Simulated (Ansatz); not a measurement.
# Al2O3: the cost of one run

Method: the levels named in each step, in Ansatz 0.2.0.

## (1) Starting point

Bond lengths: O1–Al2 1.844 Å, Al2–O3 1.853 Å, Al2–Al4 2.468 Å, O3–Al4 1.852 Å, Al2–O5 1.851 Å, Al4–O5 1.850 Å. Angles: O1–Al2–O3 133.9°, O1–Al2–Al4 133.1°, O1–Al2–O5 134.4°, O3–Al2–Al4 48.2°, O3–Al2–O5 83.8°, Al4–Al2–O5 48.2°, Al2–O3–Al4 83.5°, Al2–Al4–O3 48.3°, Al2–Al4–O5 48.2°, O3–Al4–O5 83.9°, Al2–O5–Al4 83.6°.

As a file:

```xyz
5

O     2.4804    0.0046    0.1848
Al    0.7353    0.0015   -0.4123
O    -0.6421    1.2403   -0.3646
Al   -1.4441   -0.0064    0.7457
O    -0.6429   -1.2346   -0.3824
```

## (2) A rough first relaxation, PBE-D4/def2-SVPD

This run stands in another session on the same molecule. It ended at:

```xyz
5

O     2.4414    0.0054   -0.2634
Al    0.7839    0.0024   -0.1093
O    -0.5218    1.3049    0.0311
Al   -1.6966   -0.0023    0.1204
O    -0.5204   -1.3050   -0.0076
```

## (3) Relaxation, r2SCAN-D4/def2-TZVPPD

Input file input.yaml:

```yaml
crystal:
  periodic: [false, false, false]
  atoms:
    - { symbol: O, position_ang: [2.4414054, 0.00544354, -0.26341096] }
    - { symbol: Al, position_ang: [0.78391202, 0.00238352, -0.10931408] }
    - { symbol: O, position_ang: [-0.52182423, 1.30485812, 0.03113412] }
    - { symbol: Al, position_ang: [-1.69655855, -0.0023196, 0.12035296] }
    - { symbol: O, position_ang: [-0.52037465, -1.30496558, -0.00760204] }
magnetization:
  spin_polarized: true
  initial_magnetization: 1
total_charge: -1
basis:
  gaussian: { orbitals: def2-TZVPPD.json }
hamiltonian:
  xc: r2scan
  dispersion: d4
relax:
  f_tol: 0.002
  max_steps: 150
```

On the command line:

```bash
$ ansatz run input.yaml --threads 4 --pin off --max-ram 10240MiB --backend cpu --events-out ev --progress --plain --runs-dir out
```

What time and memory should one allow on 4 threads of Intel Xeon at 2.50GHz (Skylake/Cascade Lake), shared host?

About 78 s, with a peak of 0.51 GiB.
